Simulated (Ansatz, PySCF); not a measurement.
Eu2H4 in two programs

Eu2H4 (singlet in the valence; each metal's 4f electrons, 7 of them, lie in its core potential, out of spins and levels), relaxed with PySCF 2.14.0, RKS PBE0, Eu lcecp-0-SVP with ECP53, H def2-SVP; non-relativistic Hamiltonian with scalar-relativistic core potentials where named; density fitting; no spin-orbit coupling:

```xyz
6

Eu    0.0000    0.7005    1.7459
Eu    0.0000   -0.7005   -1.7459
H     1.4063    0.0000    0.0000
H    -1.4063    0.0000    0.0000
H     0.0000   -0.5425    3.5414
H     0.0000    0.5425   -3.5414
```

There the HOMO–LUMO gap is 4.13 eV. The 4f levels lie in the core potential and are missing.

The same geometry by Ansatz 0.2.0 (PBE, PAW with the 4f shell of lanthanides and the 5f shell of actinides in the valence, a periodic box with 9 Å of vacuum; gaps over both spins; site moments in spheres, but by Gaussian weights under spin-orbit coupling, so that the two can't be compared; unpaired electrons at the start: 14, along z under spin-orbit coupling; the open shells may stand above their lowest state):

```tsv
spin-orbit coupling	U on f (eV)	gap (eV)	spin moment on Eu1 (μB)	orbital moment of its f shell (μB)	largest force component (eV/Å)
without	5	2.27	6.58	–	0.24
```

Task: What does the run without spin-orbit coupling and with U = 0 eV give?

Result: gap (eV): 0.87, spin moment on Eu1 (μB): 6.56, largest force component (eV/Å): 0.29. It took 16 s on 2 threads of Arm Neoverse V2, on a shared host, peak memory 1.3 GiB.

Semilocal functionals tend to give orbital moments well under those of Hund's rules.

Without U the plane-wave gap ends on 4f levels, which the Gaussian run lacks; U moves filled and empty 4f levels apart, though the lowest empty ones can remain 4f.

The spin-orbit runs use fully relativistic datasets of their own, so changes of a few hundredths of an eV needn't come from the coupling.

An lcecp potential fixes the number of 4f electrons, so in runs with it no electron can move into or out of that shell.
